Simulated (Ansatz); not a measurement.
# CH3FO (SMILES OCF): r2SCAN/aug-cc-pVDZ

Aim: the electronic atomisation energy of CH3FO at r2SCAN/aug-cc-pVDZ, from 5 runs. 

The results are computed with Ansatz 0.2.0.

42 further runs of the same task are left out: 42 set aside as unsound or not needed. Runs told in other sessions of the task aren't counted.

### Step 1. The molecule

CH3FO: 6 atoms, total charge 0, spin state singlet. As SMILES, `OCF`. The coordinates come from a PBE0-D4/def2-TZVP relaxation. This is one conformer, not always the lowest.

Bond lengths: O1–C2 1.370 Å, C2–F3 1.381 Å, O1–H4 0.962 Å, C2–H5 1.096 Å, C2–H6 1.091 Å. Angles: O1–C2–F3 111.1°, O1–C2–H5 112.9°, O1–C2–H6 107.4°, F3–C2–H5 106.3°, F3–C2–H6 107.8°, C2–O1–H4 109.3°, H5–C2–H6 111.3°.

### Step 2. A single-point energy at r2SCAN/aug-cc-pVDZ

Input file molecule.yaml:

```yaml
crystal:
  periodic: [false, false, false]
  atoms:
    - {symbol: O, position_ang: [-0.794000, -0.697200, -0.247400]}
    - {symbol: C, position_ang: [0.250200, 0.049000, 0.230800]}
    - {symbol: F, position_ang: [-0.094100, 1.383200, 0.323800]}
    - {symbol: H, position_ang: [-0.928700, -0.495100, -1.178000]}
    - {symbol: H, position_ang: [1.136800, 0.004900, -0.412500]}
    - {symbol: H, position_ang: [0.472100, -0.308800, 1.237300]}
basis:
  gaussian:
    orbitals: aug-cc-pVDZ
hamiltonian:
  xc: r2scan
output: {orbitals: {seedname: orbitals}}
accuracy: high
```

Command:

```sh
$ ansatz run molecule.yaml --threads 1 --pin off --max-ram 2610MiB --events-out events.jsonl --progress --plain --runs-dir runs
```

The log of the run:

```text
Warning: RAYON_NUM_THREADS=1 ignored (pool sized by the plan → 1); use --threads N
Functional definition: r2SCAN
  name "r2SCAN"
  parameter k0 = 0.174
  parameter k1 = 0.065
  parameter a1 = 4.9479
  exchange = r2scan_x(k0 = k0, k1 = k1, a1 = a1)
  correlation = r2scan_c
1952 factors; integrals over basis functions are off by at most 3.1e-9 eV
mean field evaluation 1: about -5843.1766 eV, gradient 4.9e1 eV
mean field evaluation 2: about -5836.1557 eV, gradient 7.8e1 eV
mean field evaluation 4: about -5847.6351 eV, gradient 3.7e0 eV
mean field evaluation 8: about -5847.6609 eV, gradient 4.9e-2 eV
mean field evaluation 16: about -5847.6609 eV, gradient 1.4e-6 eV
mean field -5847.66089805 eV, -214.8975743164 hartree, gradient 5.9e-8 eV, S^2 0.000000; 0 other end points of the search recorded, 0 dependent functions left out
reference -5847.66089947 eV, -214.8975743685 hartree; 13, 13 occupied and 83, 83 virtual orbitals, 1952 factors
Total energy: -5847.66089947 eV, -214.8975743685 hartree
```

Run time: 8.7 s. Hardware: 1 thread of Arm Neoverse V2, shared host; peak memory 0.27 GiB.

### Step 3. The C atom, same level

Input file job.yaml:

```yaml
crystal:
  periodic: [false, false, false]
  atoms:
    - {symbol: C, position_ang: [0.000000, 0.000000, 0.000000]}
basis:
  gaussian: {orbitals: aug-cc-pVDZ}
magnetization: {spin_polarized: true, initial_magnetization: 2}
hamiltonian: {xc: {name: r2SCAN}}
accuracy: high
```

Run the same way, it converges to -37.82784 Eh (log not shown).

### Step 4. The F atom

Input file in.yaml:

```yaml
crystal:
  periodic: [false, false, false]
  atoms:
    - {symbol: F, position_ang: [0.000000, 0.000000, 0.000000]}
basis:
  gaussian: {orbitals: aug-cc-pVDZ}
magnetization: {spin_polarized: true, initial_magnetization: 1}
hamiltonian: {xc: r2scan}
accuracy: high
```

Run the same way, it converges to -99.69644 Eh (log not shown).

### Step 5. The H atom, same level

Input file in.yaml:

```yaml
crystal:
  periodic: [false, false, false]
  atoms:
    - symbol: H
      position_ang: [0.000000, 0.000000, 0.000000]
basis:
  gaussian: {orbitals: aug-cc-pVDZ}
magnetization: {spin_polarized: true, initial_magnetization: 1}
hamiltonian: {xc: {name: r2SCAN}}
accuracy: high
```

Run the same way, it converges to -0.49947 Eh (log not shown).

### Step 6. The O atom at the same level

Input file in.yaml:

```yaml
crystal:
  periodic: [false, false, false]
  atoms:
    - {symbol: O, position_ang: [0.000000, 0.000000, 0.000000]}
basis:
  gaussian:
    orbitals: aug-cc-pVDZ
magnetization:
  spin_polarized: true
  initial_magnetization: 2
hamiltonian:
  xc: r2scan
accuracy: high
```

Run the same way, it converges to -75.03927 Eh (log not shown).

### Step 7. Summary of results

Level: r2SCAN/aug-cc-pVDZ.

| quantity | value |
| --- | --- |
| molecule: total energy | -214.89757 Eh |
| molecule: HOMO energy | -7.82 eV |
| molecule: LUMO energy | -0.07 eV |
| molecule: HOMO–LUMO gap | 7.75 eV |
| C atom: total energy | -37.82784 Eh |
| C atom: ⟨S²⟩ | 2.006 |
| F atom: total energy | -99.69644 Eh |
| F atom: ⟨S²⟩ | 0.752 |
| H atom: total energy | -0.49947 Eh |
| H atom: ⟨S²⟩ | 0.750 |
| O atom: total energy | -75.03927 Eh |
| O atom: ⟨S²⟩ | 2.005 |
| electronic atomisation energy | 22.738 eV |

In words: Taking the molecule apart into free atoms costs 22.74 eV (524 kcal/mol), before zero-point energy and without spin-orbit coupling.
